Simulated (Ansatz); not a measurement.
# Be5Au (F-43m): point defect (substitution) in a supercell from a Python script

Aim: a point defect (substitution) in a supercell, for Be5Au (F-43m), run from a script.

Computed with the Python package of Ansatz 0.2.0. Level of theory: DFT PBEsol, plane waves, PAW.

**1. The system**

Symmetry: F-43m, No. 216, cubic system. Conventional cell: a = 6.097 Å, b = 6.097 Å, c = 6.097 Å, α = 90.00°, β = 90.00°, γ = 90.00°. Be (site symmetry 3m) is surrounded by 6 Be at 2.16 Å. Be (site symmetry -43m) is surrounded by 12 Be at 2.53 Å and 4 Au at 2.64 Å. Au (site symmetry -43m) has 16 Be at 2.53 to 2.64 Å as nearest neighbours.

No structure file is read: the coordinates are typed or built in the script.

**2. The script**

defect.py

```python
"""A substitution in a supercell of Be5Au, against the perfect cell."""

import ansatz
import numpy as np
from pymatgen.core import Lattice, Structure
from pymatgen.io.ase import AseAtomsAdaptor

pmg_structure = Structure(
    Lattice([[0.0, 3.0485, 3.0485], [3.0485, 0.0, 3.0485], [3.0485, 3.0485, 0.0]]),
    ["Be", "Be", "Be", "Be", "Be", "Au"],
    [
        [0.625, 0.625, 0.625],
        [0.125, 0.625, 0.625],
        [0.625, 0.625, 0.125],
        [0.625, 0.125, 0.625],
        [0.25, 0.25, 0.25],
        [0.0, 0.0, 0.0],
    ],
)
system = ansatz.Crystal.from_ase(AseAtomsAdaptor.get_atoms(pmg_structure))
host = system.supercell(2, 1, 1)
defective = host.substitution("Mg", at=[0.25, 0.25, 0.25], replaces="Be")

def prepare(structure):
    return (
        structure.calculation()
        .kpoints(4, 4, 4)
        .occupations("gaussian", width=0.15)
        .functional("PBEsol")
        .band_table()
    )


perfect = prepare(host).run(threads=1).report
calc = prepare(defective).forces()
res = calc.run(threads=1)
rep = res.report

n_host, n_defect = len(perfect["lattice"]["sites"]), len(rep["lattice"]["sites"])
print(f"perfect cell: {n_host} atoms, F = {perfect['free_energy_ev']:.4f} eV")
print(f"defect cell:  {n_defect} atoms, F = {rep['free_energy_ev']:.4f} eV")
# chemical potentials are still to be added to this difference
print(f"difference {rep['free_energy_ev'] - perfect['free_energy_ev']:.4f} eV (no chemical potentials)")

pull = np.linalg.norm(rep["forces_ev_ang"], axis=1)
for atom in np.argsort(-pull)[:5]:
    print(f"force on {res.lattice.sites[atom].symbol}{atom}: {pull[atom]:.3f} eV/A")

for label, run in (("perfect", perfect), ("defect", rep)):
    levels, filled = np.array(run["eigenvalues_ev"][0]), np.array(run["occupations"][0])
    top = int(np.argmin(np.abs(levels - run["fermi_energy_ev"])))
    window = slice(max(top - 3, 0), top + 4)
    print(label, "levels near E_F at the first k-point:", ", ".join(f"{e - run['fermi_energy_ev']:.2f} ({f:.2f})" for e, f in zip(levels[window], filled[window])))
```

**3. What the engine is handed**

The package turns the script's settings into the engine's input (first run):

```yaml
crystal:
  lattice:
    - [0.0, 3.0485, 3.0485]
    - [3.0485, 0.0, 3.0485]
    - [3.0485, 3.0485, 0.0]
  atoms:
    - { symbol: Be, position: [0.625, 0.625, 0.625] }
    - { symbol: Be, position: [0.12499999999999994, 0.625, 0.625] }
    - { symbol: Be, position: [0.625, 0.625, 0.12499999999999994] }
    - { symbol: Be, position: [0.625, 0.12499999999999994, 0.625] }
    - { symbol: Be, position: [0.25, 0.25, 0.25] }
    - { symbol: Au, position: [0.0, 0.0, 0.0] }
  supercell: [2, 1, 1]
kpoints:
  mp_grid:
    grid: [4, 4, 4]
hamiltonian:
  xc: pbesol
scf:
  occupations:
    method: gaussian
    width: 0.15
output:
  eigenvalues: true
```

**4. Running it**

The run is started by

```
$ python defect.py
```

Log:

```text
DeckWarning: basis.ecutwfc = 420 eV, auto-derived from the records' recommended cutoffs: set by Be (normal level)
perfect cell: 12 atoms, F = -26919.1059 eV
defect cell:  12 atoms, F = -28740.5766 eV
difference -1821.4707 eV (no chemical potentials)
force on Au5: 0.756 eV/A
force on Au11: 0.673 eV/A
force on Be0: 0.519 eV/A
force on Be2: 0.519 eV/A
force on Be3: 0.519 eV/A
perfect levels near E_F at the first k-point: -1.28 (2.00), -1.27 (2.00), -1.27 (2.00), 0.96 (0.00), 0.96 (0.00), 1.63 (0.00), 1.88 (0.00)
defect levels near E_F at the first k-point: -1.61 (2.00), -1.60 (2.00), -1.60 (2.00), 0.73 (0.00), 0.73 (0.00), 1.53 (0.00), 2.15 (0.00)
```

(Warnings from the package without file and line.)

Wall time 10 s (1 thread of Arm Neoverse V2, shared host); peak memory 0.47 GiB.

**5. Inputs of later runs**

The engine's inputs for the other runs:

Run 2, against run 1:

```diff
@@ -13,0 +14,2 @@
+  defects:
+    - { substitution: { at: 4, symbol: Mg } }
@@ -23,0 +26 @@
+  forces: true
```

**6. What the script built**

Run 2 starts from these 12 atoms:

```xyz
12
Lattice="0.000 6.097 6.097 3.049 0.000 3.049 3.049 3.049 0.000" Properties=species:S:1:pos:R:3 pbc="T T T"
Be    3.811    3.811    3.811
Be    3.811    2.286    2.286
Be    2.286    2.286    3.811
Be    2.286    3.811    2.286
Mg    1.524    1.524    1.524
Au    0.000    0.000    0.000
Be    3.811    6.859    6.859
Be    3.811    5.335    5.335
Be    2.286    5.335    6.859
Be    2.286    6.859    5.335
Be    1.524    4.573    4.573
Au    0.000    3.049    3.049
```

**7. The runs side by side**

From the records of these 2 runs:

```csv
run,system,space group,energy (eV/atom),SCF cycles,CPU time (s)
1,Be5Au (12 atoms),F-43m,-2243.2588,6,4.1
2,MgBe9Au2 (12 atoms),R3m,-2395.0481,7,5.2
```

Energies are free energies F = E - TS of the smeared occupations. Totals carry meaning only in balanced differences at one level of theory.

**8. Results**

| quantity | value |
| --- | --- |
| runs compared | 2 |
| force on Au5 (as printed) | 0.756 eV/A |
| force on Au11 (as printed) | 0.673 eV/A |
| force on Be0 (as printed) | 0.519 eV/A |
| force on Be2 (as printed) | 0.519 eV/A |
| force on Be3 (as printed) | 0.519 eV/A |

What this shows: A formation energy would need chemical potentials for the atoms added or removed, which the two totals don't give. The cell is small, so the defect feels its images. Reading the output:
- The computed bands are complete only to about 4.1 eV above the Fermi level.
- The mesh is modest for a metal, so energies can be off by several to tens of meV an atom and pressures by half a GPa or more; differences at equal mesh fare better.
- The atoms stand at ideal sites; relaxing them can change energy and levels by an eV or more.
- The difference holds no chemical potentials.
- Errors of mesh and smearing per atom add up over the supercell, so the energy can be off by tenths of an eV.
- Each cell's levels count from its own Fermi level and aren't aligned; one k-point can hide that the defect cell is metallic.
- The supercell is small, so the defect meets its images and the energies aren't those of an isolated defect; a partly filled defect level may also lower its energy by spin or distortion. For a charged cell the difference holds no correction, alignment or term for the electrons' reservoir. Spin-orbit coupling is left out, though heavy elements are present.
